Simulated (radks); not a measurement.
# The Coulomb parameter U of the 4d shell of Zr

One table from this session's results is given with a row withheld; the runs are named, their logs left out.

Program: radks (a radial shooting solver on a logarithmic mesh, Libxc functionals) version 1. Level of theory: Dirac Kohn-Sham, PBE, spin-unpolarised, spherical densities, finite nucleus; open shells are shared between the two j in proportion to 2j + 1. These are calculated values, not measurements, unless marked.

**The atom as given**

```
element            : zirconium (Z = 40)
charge             : 0
electrons          : 40
configuration      : [Kr] 4d3 5s1
nuclear rms radius : 4.2694 fm
```

Outer shells as boxes (Hund's rule):

Zr
```
[Kr] core
4d [↑ ][↑ ][↑ ][  ][  ]
5s [↑ ]
```

Set-up of the first run:

Settings of this run:

```text
Z 40
configuration [Kr] 4d3 5s1
relativity Dirac
functional pbe,pbe
spin unpolarised
j_filling average
nucleus finite rms 4.2694 fm
c 137.035999084
```

Steps of the session up to this table: Start: [Kr] 4d3 5s1.

One table of the session follows, with a row left open; its other results are not shown here.

It belongs to the step «Start: [Kr] 4d3 5s1». From the orbitals of this run (lengths in bohr):

| level | <r> | outermost maximum (interpolated) | 90 % within | nodes |
| --- | --- | --- | --- | --- |
| 3d3/2 | 0.4505 | 0.346 | 0.725 | 0 |
| 3d5/2 | 0.4540 | 0.349 | 0.730 | 0 |
| 4s1/2 | 1.217 | 1.08 | 1.78 | 3 |
| 4p1/2 | 1.357 | 1.17 | 2.02 | 2 |
| 4p3/2 | 1.389 | 1.19 | 2.07 | 2 |
| 5s1/2 | 3.899 | 3.25 | 5.85 | 4 |
| 4d3/2 | ? | ? | ? | ? |
| 4d5/2 | 2.536 | 1.65 | 4.34 | 1 |

Estimate the missing values for 4d3/2.

The run gave: <r>: 2.495; outermost maximum (interpolated): 1.63; 90 % within: 4.26; nodes: 1. In the column «<r>» it lies between 4p3/2 (1.389) and 4d5/2 (2.536).
